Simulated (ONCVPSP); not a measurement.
# Pseudopotential generation for silver: ONCV, PBEsol

Task: generate the file, and judge it by its errors in other configurations, its logarithmic derivatives, its ghosts and its cutoff.

The numbers are computed with ONCVPSP 4.0.1 (PBEsol, scalar-relativistic, spin-unpolarised reference atom).

## Step 1: The design

Typed settings, in words:

```json
{
 "element": "silver (Ag, Z = 47)",
 "type": "optimised norm-conserving Vanderbilt (ONCV)",
 "frozen core": "[Ar] 3d10",
 "valence charge": "19",
 "reference configuration": "4s2 4p6 4d10 5s1",
 "partial waves": "4s+5s: rc 1.70 bohr, ncon 4, nbas 7, qcut 8.1 1/bohr, 2 projectors; 4p: rc 1.05 bohr, ncon 4, nbas 8, qcut 8.4 1/bohr, 2 projectors, debl 2.9 Ha; 4d: rc 1.80 bohr, ncon 4, nbas 8, qcut 9.6 1/bohr, 1 projector",
 "local potential": "polynomial inside 0.80 bohr (lpopt 3, dvloc0 3 Ha)",
 "core correction": "Teter function, fcfact 3.75, rcfact 1.25"
}
```

The nodes and maxima of the atom's own shells, from an earlier all-electron run, set the scale for the radii.

All-electron outer shells of the reference configuration (PBEsol, scalar-relativistic, ld1.x):

```csv
shell,level (eV),outermost node (bohr),outermost maximum (bohr)
3d,-358.49,–,0.27
4s,-94.97,0.44,0.82
4p,-58.51,0.44,0.87
4d,-7.45,0.43,1.04
5s,-4.42,1.11,2.49
5p,-0.67,1.25,3.76
```

## Step 2: Generation

Input file Ag.dat:

```
# ATOM AND REFERENCE CONFIGURATION
# atsym  z   nc   nv     iexc    psfile
  Ag 47.00    6    4  -116133      upf
#
#   n    l    f
    1    0    2.00
    2    0    2.00
    2    1    6.00
    3    0    2.00
    3    1    6.00
    3    2   10.00
    4    0    2.00
    4    1    6.00
    4    2   10.00
    5    0    1.00
#
# PSEUDOPOTENTIAL AND OPTIMIZATION
# lmax
    2
#
#   l,   rc,      ep,       ncon, nbas, qcut
    0    1.70    0.00    4    7    8.10
    1    1.05    0.00    4    8    8.40
    2    1.80    0.00    4    8    9.60
#
# LOCAL POTENTIAL
# lloc, lpopt,  rc(5),   dvloc0
    4    3    0.80    3.00
#
# VANDERBILT-KLEINMAN-BYLANDER PROJECTORs
# l, nproj, debl
    0    2    0.40
    1    2    2.90
    2    1    2.80
#
# MODEL CORE CHARGE
# icmod, fcfact, rcfact
    3    3.75    1.25
#
# LOG DERIVATIVE ANALYSIS
# epsh1, epsh2, depsh
   -5.00    5.00    0.04
#
# OUTPUT GRID
# rlmax, drl
    6.00    0.01
#
# TEST CONFIGURATIONS
# ncnf
    4
# nvcnf
#   n    l    f
    4
    4    0    2.00
    4    1    6.00
    4    2   10.00
    5    0    0.00
#
    4
    4    0    2.00
    4    1    6.00
    4    2    9.00
    5    0    0.00
#
    4
    4    0    2.00
    4    1    6.00
    4    2    8.00
    5    0    0.00
#
    4
    4    0    2.00
    4    1    6.00
    4    2    9.00
    5    0    1.00
#
```

Launch:

```bash
oncvpsp.x < Ag.dat > Ag.out
```

What does the calculation give? Wanted: cutoffs for 1 and 0.1 mHa per electron, occupied waves; bound ghosts; GHOST(+) flags; largest test error; largest phase difference near zero energy, channels read; rms error of d²Exc/dn², without and with the model core.

**Answer**, as computed:

```
                                                quantity                          value
  cutoffs for 1 and 0.1 mHa per electron, occupied waves               86 Ha and 178 Ha
                                            bound ghosts                     none found
                                          GHOST(+) flags                    s at 148 eV
                            largest test error (AE − PS)  -4.0 meV, for 4s2 4p6 4d9 5s0
largest phase difference near zero energy, channels read                      0.000 rad
 rms error of d²Exc/dn², without and with the model core              4.13 and 0.70 mHa
```

In words: The worst unpolarised test, 4s2 4p6 4d9 5s0, is off by 4.0 meV on 29.9 eV; by total energies transferability rates as very good. It counts as very hard, with 86 Ha needed at the looser tolerance. At the looser tolerance the 4p wave is the slowest; 4d needs 29 Ha. No bound ghost shows below the valence levels. Near zero energy the phases of the channels with partial waves agree within 0.001 rad. The program also flags highly localised states, GHOST(+) (s). These are tests on the free atom; a crystal test is still owed.
